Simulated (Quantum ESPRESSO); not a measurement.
# GaP (I-4m2) in Quantum ESPRESSO: further runs

One crystal, GaP, is run at these levels: PBE; tasks: relaxation of the atoms.

Everything below comes from runs of Quantum ESPRESSO 7.5. Logs are shortened: lines on timing, memory, paths and dates and some standing lists are left out, and cuts for length are marked.

**1. The crystal as given**

The structure is tetragonal, space group I-4m2 (No. 119). Conventional cell: a = 3.895 Å, b = 3.895 Å, c = 5.563 Å, α = 90.00°, β = 90.00°, γ = 90.00°. Around Ga (site symmetry -4m2) lie 4 P at 2.39 Å. P (site symmetry -4m2) has 4 Ga at 2.39 Å as nearest neighbours.

The cell was built by a generator and isn't the measured one.

**2. Relaxation of the atoms, PBE**

Contents of pw.in:

```
&CONTROL
  calculation = 'relax'
  prefix = 'pwscf'
  outdir = './tmp'
  pseudo_dir = './pseudo'
  tprnfor = .true.
  tstress = .true.
  disk_io = 'low'
  nstep = 40
  forc_conv_thr = 0.0001
  etot_conv_thr = 1d-05
/
&SYSTEM
  ibrav = 0
  nat = 2
  ntyp = 2
  ecutwfc = 100
  nbnd = 15
  occupations = 'smearing'
  smearing = 'gaussian'
  degauss = 0.00073499
/
&ELECTRONS
  conv_thr = 4d-10
  electron_maxstep = 120
  mixing_beta = 0.5
/
&IONS
  ion_dynamics = 'bfgs'
/
ATOMIC_SPECIES
Ga    69.7230 Ga.upf
P     30.9738 P.upf
CELL_PARAMETERS angstrom
   0.0000000000    2.7542000000    2.7542000000
   2.7817420000    0.0000000000    2.7542000000
   2.7817420000    2.7542000000    0.0000000000
ATOMIC_POSITIONS crystal
Ga     0.0000000000    0.0000000000    0.0000000000
P      0.2500000000    0.2500000000    0.2500000000
K_POINTS automatic
8 8 8 0 0 0
```

Potentials or basis: PseudoDojo 0.4.1 SR PBE standard.

Launch:

```
$ OMP_NUM_THREADS=1 pw.x -in pw.in > pw.out
```

pw.out:

```text
This program is part of the open-source Quantum ESPRESSO suite
     for quantum simulation of materials; please cite
[... 9 lines left out ...]
     --------------------
     sticks:   dense  smooth     PW     G-vecs:    dense   smooth      PW
     Sum        1507    1507    433                38493    38493    5987

     Using Slab Decomposition

     bravais-lattice index     =            0
     lattice parameter (alat)  =       7.3605  a.u.
     unit-cell volume          =     284.7963 (a.u.)^3
     number of atoms/cell      =            2
     number of atomic types    =            2
     number of electrons       =        18.00
     number of Kohn-Sham states=           15
     kinetic-energy cutoff     =     100.0000  Ry
     charge density cutoff     =     400.0000  Ry
     scf convergence threshold =      4.0E-10
     mixing beta               =       0.5000
     number of iterations used =            8  plain     mixing
     energy convergence thresh.=      1.0E-05
     force convergence thresh. =      1.0E-04
     Exchange-correlation= PBE
                           (   1   4   3   4   0   0   0)
     nstep                     =           40

     celldm(1)=   7.360534  celldm(2)=   0.000000  celldm(3)=   0.000000
     celldm(4)=   0.000000  celldm(5)=   0.000000  celldm(6)=   0.000000

     crystal axes: (cart. coord. in units of alat)
               a(1) = (   0.000000   0.707107   0.707107 )
               a(2) = (   0.714178   0.000000   0.707107 )
               a(3) = (   0.714178   0.707107   0.000000 )

     reciprocal axes: (cart. coord. in units 2 pi/alat)
               b(1) = ( -0.700106  0.707107  0.707107 )
               b(2) = (  0.700106 -0.707107  0.707107 )
               b(3) = (  0.700106  0.707107 -0.707107 )

     PseudoPot. # 1 for Ga read from file:
     Ga.upf
     Pseudo is Norm-conserving + core correction, Zval = 13.0
     Generated using ONCVPSP code by D. R. Hamann
     Using radial grid of 1902 points,  6 beta functions with:
                l(1) =   0
                l(2) =   0
                l(3) =   1
                l(4) =   1
                l(5) =   2
                l(6) =   2

     PseudoPot. # 2 for P  read from file:
     P.upf
     Pseudo is Norm-conserving + core correction, Zval =  5.0
     Generated using ONCVPSP code by D. R. Hamann
     Using radial grid of 1298 points,  6 beta functions with:
                l(1) =   0
                l(2) =   0
                l(3) =   1
                l(4) =   1
                l(5) =   2
                l(6) =   2

     atomic species   valence    mass     pseudopotential
     Ga               13.00    69.72300     Ga( 1.00)
     P                 5.00    30.97380     P ( 1.00)

      8 Sym. Ops. (no inversion) found

   Cartesian axes

     site n.     atom                  positions (alat units)
         1        Ga     tau(   1) = (   0.0000000   0.0000000   0.0000000  )
         2        P      tau(   2) = (   0.3570889   0.3535534   0.3535534  )

     number of k points=    59  Gaussian smearing, width (Ry)=  0.0007
                       cart. coord. in units 2pi/alat
        k(    1) = (   0.0000000   0.0000000   0.0000000), wk =   0.0039062
        k(    2) = (   0.0875132   0.0883883  -0.0883883), wk =   0.0312500
        k(    3) = (   0.1750264   0.1767767  -0.1767767), wk =   0.0312500
        k(    4) = (   0.2625396   0.2651650  -0.2651650), wk =   0.0312500
        k(    5) = (  -0.3500529  -0.3535534   0.3535534), wk =   0.0156250
        k(    6) = (   0.1750264   0.0000000   0.0000000), wk =   0.0078125
[... 51 lines left out ...]
        k(   58) = (   0.1750264  -0.7071068   0.0000000), wk =   0.0156250
        k(   59) = (   0.3500529  -0.7071068   0.0000000), wk =   0.0078125

     Dense  grid:    38493 G-vectors     FFT dimensions: (  48,  48,  48)

     Initial potential from superposition of free atoms

     starting charge      17.9972, renormalised to      18.0000
     Starting wfcs are   13 randomized atomic wfcs +    2 random wfcs

     Self-consistent Calculation

     iteration #  1     ecut=   100.00 Ry     beta= 0.50
     Davidson diagonalization with overlap
     ethr =  1.00E-02,  avg # of iterations =  4.4

     Threshold (ethr) on eigenvalues was too large:
     Diagonalizing with lowered threshold

     Davidson diagonalization with overlap
     ethr =  4.01E-04,  avg # of iterations =  1.9

     total energy              =    -166.84577027 Ry
     estimated scf accuracy    <       0.07177160 Ry

     iteration #  2     ecut=   100.00 Ry     beta= 0.50
     Davidson diagonalization with overlap
     ethr =  3.99E-04,  avg # of iterations =  2.3

     total energy              =    -166.85763481 Ry
     estimated scf accuracy    <       0.00660288 Ry

     iteration #  3     ecut=   100.00 Ry     beta= 0.50
     Davidson diagonalization with overlap
     ethr =  3.67E-05,  avg # of iterations =  5.2

     total energy              =    -166.85793348 Ry
     estimated scf accuracy    <       0.00129758 Ry
[... 26 lines left out ...]
     total energy              =    -166.85798319 Ry
     estimated scf accuracy    <       0.00000002 Ry

     iteration #  8     ecut=   100.00 Ry     beta= 0.50
     Davidson diagonalization with overlap
     ethr =  1.00E-10,  avg # of iterations =  2.0

     total energy              =    -166.85798319 Ry
     estimated scf accuracy    <       0.00000001 Ry

     iteration #  9     ecut=   100.00 Ry     beta= 0.50
     Davidson diagonalization with overlap
     ethr =  6.72E-11,  avg # of iterations =  2.0

     End of self-consistent calculation

          k = 0.0000 0.0000 0.0000 (  4797 PWs)   bands (ev):

    -7.4235  -7.4216  -7.4216  -7.3374  -7.3373  -5.1100   7.0407   7.0957
     7.0957   8.5540  10.9687  10.9687  10.9908  15.7102  16.6643

          k = 0.0875 0.0884-0.0884 (  4824 PWs)   bands (ev):

    -7.4334  -7.4188  -7.4176  -7.3375  -7.3372  -4.9188   5.4504   6.8408
     6.8852   9.2908  11.3018  11.3063  11.4654  16.0982  16.2344

          k = 0.1750 0.1768-0.1768 (  4808 PWs)   bands (ev):

    -7.4583  -7.4101  -7.4089  -7.3366  -7.3357  -4.3775   3.2897   6.4240
     6.4845   9.0844  11.7863  11.8103  13.2141  15.9631  16.0142

          k = 0.2625 0.2652-0.2652 (  4805 PWs)   bands (ev):

    -7.4813  -7.4036  -7.4023  -7.3335  -7.3321  -3.6290   1.4879   6.0983
     6.1721   8.7463  11.8344  11.8944  14.9210  16.7381  17.1035
[... 263 lines left out ...]
    -7.5240  -7.3677  -7.3664  -7.3651  -7.3182  -2.3237   0.5374   4.5133
     4.5192   8.7965   8.9046  17.3360  17.3384  17.9155  19.8093

          k = 0.1750-0.7071 0.0000 (  4828 PWs)   bands (ev):

    -7.5161  -7.3772  -7.3696  -7.3581  -7.3226  -2.2870   0.6236   4.0733
     4.1552   9.8454   9.9505  15.3134  15.3748  18.3118  18.8389

          k = 0.3501-0.7071 0.0000 (  4792 PWs)   bands (ev):

    -7.5067  -7.3893  -7.3701  -7.3505  -7.3289  -2.2492   0.7214   3.6959
     3.8572  11.6887  11.7152  12.9627  13.1597  18.4130  18.8050

     the Fermi energy is     7.8635 ev

!    total energy              =    -166.85798319 Ry
     estimated scf accuracy    <          8.3E-12 Ry
     smearing contrib. (-TS)   =      -0.00000000 Ry
     internal energy E=F+TS    =    -166.85798319 Ry

     The total energy is F=E-TS. E is the sum of the following terms:
     one-electron contribution =     -78.69978234 Ry
     hartree contribution      =      52.97620542 Ry
     xc contribution           =     -45.98601750 Ry
     ewald contribution        =     -95.14838877 Ry

     convergence has been achieved in   9 iterations

     Forces acting on atoms (cartesian axes, Ry/au):

     atom    1 type  1   force =    -0.00000000   -0.00000000    0.00000000
     atom    2 type  2   force =     0.00000000    0.00000000   -0.00000000

     Total force =     0.000000     Total SCF correction =     0.000000

     Computing stress (Cartesian axis) and pressure

          total   stress  (Ry/bohr**3)                   (kbar)     P=       -7.53
  -0.00008441  -0.00000000  -0.00000000          -12.42       -0.00       -0.00
   0.00000000  -0.00003456  -0.00000000            0.00       -5.08       -0.00
   0.00000000  -0.00000000  -0.00003456            0.00       -0.00       -5.08

     BFGS Geometry Optimization
     Energy error            =      7.2E-63 Ry
     Gradient error          =      3.5E-32 Ry/Bohr

     bfgs converged in   1 scf cycles and   0 bfgs steps
     (criteria: energy <  1.0E-05 Ry, force <  1.0E-04 Ry/Bohr)

     End of BFGS Geometry Optimization

     Final energy             =    -166.8579831909 Ry
Begin final coordinates

ATOMIC_POSITIONS (crystal)
Ga               0.0000000000        0.0000000000        0.0000000000
P                0.2500000000        0.2500000000        0.2500000000
End final coordinates

=------------------------------------------------------------------------------=
   JOB DONE.
=------------------------------------------------------------------------------=
```

Wall time 55 s (1 thread of AMD EPYC 7R43 (Zen 3), shared host); peak memory 0.12 GiB.

Results:

* Free energy: -2270.2185 eV
* Pressure after relaxing: -0.8 GPa
* Band gap on the k mesh: 1.46 eV, direct

Final structure:
```
Ga P
1.0
     0.00000    2.75420    2.75420
     2.78174    0.00000    2.75420
     2.78174    2.75420    0.00000
Ga P
1 1
Direct
  0.00000 0.00000 0.00000
  0.25000 0.25000 0.25000
```

Caveat: the relaxation stopped at its first step, so nothing moved. A k mesh can miss the band edges.

**3. Relaxation of the atoms, PBE**

This run uses another cell than the first one, of 20.68 Å³/atom, 0.980 times its volume.

pw.in, as its differences from that of step 2:

```diff
@@ -35,4 +35,4 @@
    0.0000000000    2.7542000000    2.7542000000
-   2.7817420000    0.0000000000    2.7542000000
-   2.7817420000    2.7542000000    0.0000000000
+   2.7266580000    0.0000000000    2.7542000000
+   2.7266580000    2.7542000000    0.0000000000
 ATOMIC_POSITIONS crystal
```

Potentials or basis: PseudoDojo 0.4.1 SR PBE standard.

Launch:

```
$ OMP_NUM_THREADS=1 pw.x -in pw.in > pw.out
```

Wall time 54 s (1 thread of AMD EPYC 7R43 (Zen 3), shared host); peak memory 0.13 GiB.

The run converged. Its results:

```
Free energy             : -2270.2185 eV
Pressure after relaxing : 0.8 GPa
Band gap on the k mesh  : 1.57 eV, indirect (least direct gap 1.60 eV)
```

Stress tensor (GPa, compression positive):
```
1.26 0.00 0.00
0.00 0.54 0.00
0.00 0.00 0.54
```

Final structure:
```cif
data_structure
_symmetry_space_group_name_H-M 'P 1'
_symmetry_Int_Tables_number 1
_cell_length_a 3.8950
_cell_length_b 3.8756
_cell_length_c 3.8756
_cell_angle_alpha 60.332
_cell_angle_beta 59.834
_cell_angle_gamma 59.834
_cell_volume 41.37
loop_
_atom_site_label
_atom_site_type_symbol
_atom_site_fract_x
_atom_site_fract_y
_atom_site_fract_z
_atom_site_occupancy
Ga1 Ga 0.00000 0.00000 0.00000 1
P1 P 0.25000 0.25000 0.25000 1
```

Levels at points of the mesh, in eV from the valence-band top:
```csv
k point,band 6,band 7,band 8,band 9,band 10,band 11,band 12,band 13
"(0.00, 0.00, 0.00)",-12.37,-0.05,-0.05,0.00,1.60,3.85,3.87,3.87
"(0.00, 0.00, -0.50)",-10.37,-6.55,-1.16,-1.08,1.57,4.65,4.73,8.21
"(0.00, -0.50, -0.50)",-9.48,-6.64,-2.69,-2.69,1.62,1.74,10.38,10.38
"(-0.50, 0.00, -0.50)",-9.52,-6.71,-2.62,-2.62,1.69,1.84,10.37,10.38
```

Caveat: the relaxation stopped at its first step, so nothing moved.
